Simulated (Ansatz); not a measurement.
# CH5BFNSi: the cost of one run

Computed with the Python package of Ansatz 0.2.0. Level of theory: CAM-B3LYP/def2-SVP.

## 1. The structure

Bond lengths: C1–N2 1.235 Å, N2–B3 1.498 Å, B3–F4 1.398 Å, B3–Si5 1.959 Å, C1–H6 1.156 Å, C1–H7 1.068 Å, Si5–H8 1.453 Å, Si5–H9 1.529 Å, Si5–H10 1.467 Å. Angles: C1–N2–B3 120.2°, N2–C1–H6 118.9°, N2–C1–H7 125.8°, H6–C1–H7 115.2°, N2–B3–F4 123.9°, N2–B3–Si5 118.8°, F4–B3–Si5 117.0°, B3–Si5–H8 111.0°, B3–Si5–H9 109.5°, B3–Si5–H10 111.3°, H8–Si5–H9 109.5°, H8–Si5–H10 108.2°, H9–Si5–H10 107.2°.

No structure file is read: the coordinates are typed or built in the script.

## 2. The script

The input, freq.py:

```python
"""Vibrations and zero-point energy of CH5BFNSi."""

import itertools

import ansatz as az
from ase import Atoms
from ase.data import atomic_numbers, covalent_radii
import numpy as np

atoms = Atoms(["C", "N", "B", "F", "Si", "H", "H", "H", "H", "H"], positions=[
    (-1.1672, 1.2284, -1.4647),
    (-0.4367, 0.9955, -0.4959),
    (-0.1081, -0.4179, -0.1236),
    (-0.5357, -1.5344, -0.8477),
    (1.1171, -0.7409, 1.3705),
    (-1.4383, 2.3248, -1.7099),
    (-1.6383, 0.4952, -2.082),
    (1.348, -2.1635, 1.5578),
    (0.5287, -0.1476, 2.6507),
    (2.4137, -0.0907, 1.1478),
])
mol = az.Crystal.molecule_from_ase(atoms)

calc = mol.calculation().basis(gaussian="def2-SVP").functional("CAM-B3LYP")
symbols = [site.symbol for site in mol.cartesian_sites]
start = np.array([site.position_ang for site in mol.cartesian_sites], dtype=float)
report = calc.relax(force_tolerance=0.003, max_steps=100).run(threads=1, backend="cpu").report
end = np.array(report["positions_ang"])

# pairs closer than 1.2 times the sum of covalent radii, before or after
radius = [covalent_radii[atomic_numbers[s]] for s in symbols]
span = lambda where, i, j: np.linalg.norm(where[i] - where[j])
bonded = [(i, j) for i, j in itertools.combinations(range(len(symbols)), 2) if min(span(start, i, j), span(end, i, j)) < 1.2 * (radius[i] + radius[j])]
print("pair        before    after (A)")
for i, j in bonded:
    print(f"{symbols[i]}{i}-{symbols[j]}{j}".ljust(10), f"{span(start, i, j):8.4f} {span(end, i, j):8.4f}")

# frequencies need a stationary point, so they are taken at the relaxed geometry
minimum = az.Crystal.molecule()
for symbol, place in zip(symbols, end):
    minimum = minimum.atom(symbol, place.tolist())
vibrating = minimum.calculation()
vibrating = vibrating.basis(gaussian="def2-SVP").functional("CAM-B3LYP")
vibrating = vibrating.phonons(temperatures=(298.15, 498.15, 100))
vib = vibrating.run(threads=1, backend="cpu").report["vibrations"]
sums = vib["harmonic_sums"]
modes = [m["omega_inv_cm"] for m in sums["modes_at_gamma"] if m["rigid_motion"] == "no"]
for number, w in enumerate(modes, start=1):
    print(f"mode {number:2d} {w:9.1f} 1/cm {w / 8065.544 * 1000:8.2f} meV")
print("imaginary modes:", sum(w < 0 for w in modes), " zero-point energy:", round(sums["zero_point_energy_ev"], 4), "eV")
print("T (K)   F_vib (eV)   S_vib (meV/K)   C_vib (meV/K)")
for row in zip(sums["temperatures_k"], sums["vibrational_free_energy_ev"], vib["entropy_ev_per_k"], vib["heat_capacity_ev_per_k"]):
    print(f"{row[0]:6.1f} {row[1]:11.4f} {1000 * row[2]:13.4f} {1000 * row[3]:15.4f}")
```

## 3. The calls as engine input

The engine receives this input (first run):

```yaml
crystal:
  periodic: [false, false, false]
  atoms:
    - { symbol: C, position_ang: [-1.1672, 1.2284, -1.4647] }
    - { symbol: "N", position_ang: [-0.4367, 0.9955, -0.4959] }
    - { symbol: B, position_ang: [-0.1081, -0.4179, -0.1236] }
    - { symbol: F, position_ang: [-0.5357, -1.5344, -0.8477] }
    - { symbol: Si, position_ang: [1.1171, -0.7409, 1.3705] }
    - { symbol: H, position_ang: [-1.4383, 2.3248, -1.7099] }
    - { symbol: H, position_ang: [-1.6383, 0.4952, -2.082] }
    - { symbol: H, position_ang: [1.348, -2.1635, 1.5578] }
    - { symbol: H, position_ang: [0.5287, -0.1476, 2.6507] }
    - { symbol: H, position_ang: [2.4137, -0.0907, 1.1478] }
basis:
  gaussian:
    orbitals: def2-SVP
hamiltonian:
  xc: cam_b3lyp
relax:
  f_tol: 0.003
  max_steps: 100
```

## 4. Launch

Command:

```
python freq.py
```

What time and memory should one allow on 1 thread of Arm Neoverse V1, shared host?

About 6.6 min, with a peak of 0.32 GiB.
